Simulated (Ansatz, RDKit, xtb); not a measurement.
# CH7B3FN3O: ranking a sample of isomers

Which of a sample of isomers of CH7B3FN3O is the most stable in the gas at 298.15 K, and what are its properties? The sample is small against all isomers, and the most stable one of this formula need not be in it.

The funnel: GFN2-xTB relaxations, single points with a density functional, relaxations at PBE-D3(BJ)/def2-SVP, harmonic vibrations (at GFN2-xTB), and a last energy at a higher level. All values are calculated.

### Step 1. Candidates

Isomers were taken from a list of plausible structures; this is a sample, not all of them. That gives 3 candidates.

| label | SMILES | spin |
| --- | --- | --- |
| c136 | CON1BNBNB1F | singlet |
| c304 | COB1NBNB(F)N1 | singlet |
| c406 | CON1BNB(F)NB1 | singlet |

Candidates are built by distance geometry, with a force field where one applies, in up to four conformers (letters a to d).

**Question.** With final energies at CCSD(T)/def2-SVP + MP2/def2-TZVPP - MP2/def2-SVP, which structure will this search put lowest in free energy, and by what margin?

| quantity | value |
| --- | --- |
| lowest structure found | COB1NBNB(F)N1, singlet |
| next finalist | CON1BNB(F)NB1, singlet, 78.5 kcal/mol higher in G |
| share at equilibrium, among the finalists | 100.0 % |

The lowest structure found is `COB1NBNB(F)N1`. Among the finalists first place is clear (78.5 kcal/mol); structures outside the list aren't covered. GFN2-xTB, HF/STO-3G, r2SCAN-D4/def2-SVP, PBE-D3(BJ)/def2-SVP, HF/def2-SVP and MP2/def2-SVP already put its bonding pattern lowest among the structures in one piece. Lowest found is not proven lowest: the search is finite, and each finalist counts with one conformer. Only 3 drawn patterns were tried, so whole families of isomers are missing, and the result ranks this sample alone.
